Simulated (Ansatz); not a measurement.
**C4H7Al: one species, many methods**

One table from this session's results is given with a row withheld; the runs are named, their logs left out.

The runs use Ansatz 0.2.0, Gaussian basis; functionals in def2-TZVPP, the program's frozen cores in correlated methods.

The runs, in order: LDA (SPW92), PBE-D4, revPBE-D4, BLYP-D4, r2SCAN-D4, B97M-V, PBE0-D4, B3LYP-D4, r2SCANh-D4, r2SCAN0-D4, HSE06-D4, BHLYP-D4, CAM-B3LYP-D4, LC-ωPBE, ωB97X-V, ωB97M-V, B2PLYP, PBE-QIDH; CCSD(T)/def2-SVP; CCSD(T)/def2-TZVPP; MP2/def2-QZVPP; extrapolation to the limit; RPA on PBE.

### The geometry

An earlier PBE0-D4 in a triple-zeta def2 set relaxation fixed the geometry.

SMILES `CC1=[CH][AlH][CH2]1`, 12 atoms, charge 0, spin multiplicity 1.

Atoms are counted from 1 here; the program's logs count them from 0.

Bond lengths: C1–C2 1.494 Å, C1–H6 1.095 Å, C1–H7 1.091 Å, C1–H8 1.095 Å, C2–C3 1.356 Å, C2–C5 1.528 Å, C3–Al4 1.904 Å, C3–H9 1.085 Å, Al4–C5 1.964 Å, Al4–H10 1.589 Å, C5–H11 1.094 Å, C5–H12 1.094 Å. Angles: C2–C1–H6 110.2°, C2–C1–H7 112.2°, C2–C1–H8 110.1°, H6–C1–H7 108.9°, H6–C1–H8 106.3°, H7–C1–H8 108.9°, C1–C2–C3 126.6°, C1–C2–C5 119.7°, C3–C2–C5 113.8°, C2–C3–Al4 87.8°, C2–C3–H9 122.0°, Al4–C3–H9 150.3°, C3–Al4–C5 77.4°, C3–Al4–H10 141.5°, C5–Al4–H10 141.1°, C2–C5–Al4 81.1°, C2–C5–H11 112.4°, C2–C5–H12 112.5° and more.

Coordinates:

```xyz
12

C    -1.3309   -0.4976    0.8864
C    -0.0653   -0.0248    0.2494
C     1.0362    0.4416    0.8889
Al    1.8315    0.6926   -0.8223
C     0.0672   -0.0421   -1.2731
H    -2.1798    0.0898    0.5214
H    -1.2951   -0.4297    1.9748
H    -1.5312   -1.5357    0.6014
H     1.0868    0.5088    1.9702
H     3.1675    1.2130   -1.5080
H    -0.0238   -1.0507   -1.6881
H    -0.6863    0.5795   -1.7666
```

Set-up of the first run:

File in.yaml:

```yaml
crystal:
  periodic: [false, false, false]
  atoms:
    - {symbol: C, position_ang: [-1.330867, -0.497592, 0.886417]}
    - {symbol: C, position_ang: [-0.065300, -0.024797, 0.249353]}
    - {symbol: C, position_ang: [1.036233, 0.441579, 0.888878]}
    - {symbol: Al, position_ang: [1.831514, 0.692573, -0.822348]}
    - {symbol: C, position_ang: [0.067227, -0.042089, -1.273130]}
    - {symbol: H, position_ang: [-2.179778, 0.089843, 0.521375]}
    - {symbol: H, position_ang: [-1.295136, -0.429695, 1.974803]}
    - {symbol: H, position_ang: [-1.531221, -1.535725, 0.601403]}
    - {symbol: H, position_ang: [1.086827, 0.508843, 1.970178]}
    - {symbol: H, position_ang: [3.167498, 1.213034, -1.508044]}
    - {symbol: H, position_ang: [-0.023793, -1.050681, -1.688122]}
    - {symbol: H, position_ang: [-0.686305, 0.579508, -1.766563]}
basis:
  gaussian: {orbitals: def2-TZVPP}
hamiltonian: {xc: lda}
output: {orbitals: {seedname: orbitals}}
```

Launch:

```sh
ansatz run in.yaml --threads 4 --pin off --events-out ev --progress --plain --max-ram 10444MiB
```

Steps of the session up to this table: LDA; PBE-D4 (GGA); revPBE-D4 (GGA); BLYP-D4 (GGA); r2SCAN-D4 (meta-GGA); B97M-V (meta-GGA); PBE0-D4 (hybrid); B3LYP-D4 (hybrid); r2SCANh-D4 (hybrid); r2SCAN0-D4 (hybrid); HSE06-D4 (hybrid); BHLYP-D4 (hybrid); CAM-B3LYP-D4 (range-separated); LC-ωPBE (range-separated); ωB97X-V (range-separated); ωB97M-V (range-separated); B2PLYP (double hybrid); PBE-QIDH (double hybrid).

One of the session's tables, all rows but one given; the rest of the session is left out.

It belongs to the step «Orbital energies across the functionals». 

| functional | HOMO (eV) | gap (eV) |
| --- | --- | --- |
| LDA (SPW92) | -6.18 | 4.09 |
| PBE-D4 | -6.06 | 4.19 |
| revPBE-D4 | -6.00 | 4.24 |
| BLYP-D4 | -5.93 | 4.18 |
| r2SCAN-D4 | -6.28 | 4.71 |
| B97M-V | ? | ? |
| PBE0-D4 | -7.24 | 6.19 |
| B3LYP-D4 | -7.01 | 5.75 |
| r2SCANh-D4 | -6.73 | 5.44 |
| r2SCAN0-D4 | -7.36 | 6.48 |
| HSE06-D4 | -6.85 | 5.42 |
| BHLYP-D4 | -8.11 | 7.87 |
| CAM-B3LYP-D4 | -8.50 | 8.38 |
| LC-ωPBE | -9.87 | 10.82 |
| ωB97X-V | -9.50 | 10.34 |
| ωB97M-V | -9.41 | 9.97 |

Q: Estimate the row for B97M-V from the others.

As computed: HOMO (eV): -6.37; gap (eV): 4.68. In the column «HOMO (eV)» it lies between r2SCANh-D4 (-6.73) and r2SCAN-D4 (-6.28).
